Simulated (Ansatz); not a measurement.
**C₄H₇F₃: a ladder of functionals and wavefunction methods**

An exercise on one series of results from a longer session: the logs are not shown, and one member is left open.

Method: functionals in def2-TZVPP, the program's frozen cores in correlated methods; program: Ansatz 0.2.0, Gaussian basis.

Levels to be run: LDA (SPW92), PBE-D4, revPBE-D4, BLYP-D4, r2SCAN-D4, B97M-V, PBE0-D4, B3LYP-D4, r2SCANh-D4, r2SCAN0-D4, HSE06-D4, BHLYP-D4, CAM-B3LYP-D4, LC-ωPBE, ωB97X-V, ωB97M-V, B2PLYP, PBE-QIDH; CCSD(T)/def2-SVP; MP2/def2-TZVPP; MP2/def2-QZVPP; RPA on PBE.

## Structure used throughout

All runs share one geometry, relaxed beforehand with PBE0-D4 in a triple-zeta def2 set.

SMILES `CC(F)CC(F)F`, 14 atoms, charge 0, spin multiplicity 1.

Atoms are counted from 1 here; the program's logs count them from 0.

Bond lengths: C1–C2 1.506 Å, C1–H8 1.092 Å, C1–H9 1.091 Å, C1–H10 1.092 Å, C2–F3 1.396 Å, C2–C4 1.513 Å, C2–H11 1.095 Å, C4–C5 1.504 Å, C4–H12 1.093 Å, C4–H13 1.094 Å, C5–F6 1.362 Å, C5–F7 1.359 Å, C5–H14 1.093 Å. Angles: C2–C1–H8 110.3°, C2–C1–H9 110.2°, C2–C1–H10 110.6°, H8–C1–H9 108.4°, H8–C1–H10 108.6°, H9–C1–H10 108.7°, C1–C2–F3 108.6°, C1–C2–C4 113.3°, C1–C2–H11 110.6°, F3–C2–C4 107.9°, F3–C2–H11 106.2°, C4–C2–H11 110.0°, C2–C4–C5 112.9°, C2–C4–H12 109.5°, C2–C4–H13 110.0°, C5–C4–H12 108.4°, C5–C4–H13 107.9°, H12–C4–H13 108.1° and more.

Coordinates:

```xyz
14

C    -0.11466   -1.93803   -0.26855
C    -0.05924   -0.61797    0.45418
F     1.04523   -0.62301    1.30871
C     0.07882    0.56685   -0.47584
C     0.08925    1.88306    0.25245
F    -1.10976    2.08775    0.86480
F     0.26300    2.89777   -0.63440
H    -1.00516   -1.98741   -0.89896
H    -0.15457   -2.75933    0.44814
H     0.76695   -2.06787   -0.90030
H    -0.93914   -0.49149    1.09342
H     1.00947    0.47813   -1.04305
H    -0.75256    0.58283   -1.18611
H     0.86957    1.95941    1.01442
```

The first run:

in.yaml

```yaml
crystal:
  periodic: [false, false, false]
  atoms:
    - {symbol: C, position_ang: [-0.114663, -1.938028, -0.268554]}
    - {symbol: C, position_ang: [-0.059236, -0.617974, 0.454177]}
    - {symbol: F, position_ang: [1.045226, -0.623007, 1.308706]}
    - {symbol: C, position_ang: [0.078816, 0.566855, -0.475842]}
    - {symbol: C, position_ang: [0.089254, 1.883061, 0.252455]}
    - {symbol: F, position_ang: [-1.109757, 2.087750, 0.864798]}
    - {symbol: F, position_ang: [0.262997, 2.897768, -0.634405]}
    - {symbol: H, position_ang: [-1.005164, -1.987409, -0.898962]}
    - {symbol: H, position_ang: [-0.154566, -2.759325, 0.448138]}
    - {symbol: H, position_ang: [0.766950, -2.067873, -0.900303]}
    - {symbol: H, position_ang: [-0.939135, -0.491487, 1.093424]}
    - {symbol: H, position_ang: [1.009469, 0.478127, -1.043047]}
    - {symbol: H, position_ang: [-0.752557, 0.582830, -1.186107]}
    - {symbol: H, position_ang: [0.869567, 1.959412, 1.014421]}
basis:
  gaussian: {orbitals: def2-TZVPP}
hamiltonian: {xc: lda}
output: {orbitals: {seedname: orbitals}}
```

Command:

```sh
$ ansatz run in.yaml --threads 4 --pin off --events-out ev --progress --plain --max-ram 11315MiB
```

Steps of the session up to this table: LDA; PBE-D4 (GGA); revPBE-D4 (GGA); BLYP-D4 (GGA); r2SCAN-D4 (meta-GGA); B97M-V (meta-GGA); PBE0-D4 (hybrid); B3LYP-D4 (hybrid); r2SCANh-D4 (hybrid); r2SCAN0-D4 (hybrid); HSE06-D4 (hybrid); BHLYP-D4 (hybrid); CAM-B3LYP-D4 (range-separated); LC-ωPBE (range-separated); ωB97X-V (range-separated); ωB97M-V (range-separated); B2PLYP (double hybrid); PBE-QIDH (double hybrid).

One table of the session follows, with a row left open; its other results are not shown here.

It belongs to the step «Orbital energies across the functionals». 

```
  functional  HOMO (eV)  LUMO (eV)  gap (eV)
 LDA (SPW92)          ?          ?         ?
      PBE-D4      -7.68       0.37      8.05
   revPBE-D4      -7.61       0.45      8.06
     BLYP-D4      -7.65       0.34      7.99
   r2SCAN-D4      -8.06       1.11      9.17
      B97M-V      -8.24       0.53      8.78
     PBE0-D4      -9.39       1.17     10.57
    B3LYP-D4      -9.18       0.82     10.00
  r2SCANh-D4      -8.70       1.37     10.07
  r2SCAN0-D4      -9.64       1.71     11.35
    HSE06-D4      -8.98       0.81      9.79
    BHLYP-D4     -11.06       1.74     12.80
CAM-B3LYP-D4     -10.92       1.91     12.83
     LC-ωPBE     -12.18       3.23     15.42
     ωB97X-V     -11.87       3.03     14.90
     ωB97M-V     -11.79       2.59     14.38
```

Q: Estimate the row for LDA (SPW92) from the others.

The run gave: HOMO (eV): -7.85; LUMO (eV): 0.18; gap (eV): 8.03. In the column «HOMO (eV)» it lies between r2SCAN-D4 (-8.06) and PBE-D4 (-7.68).
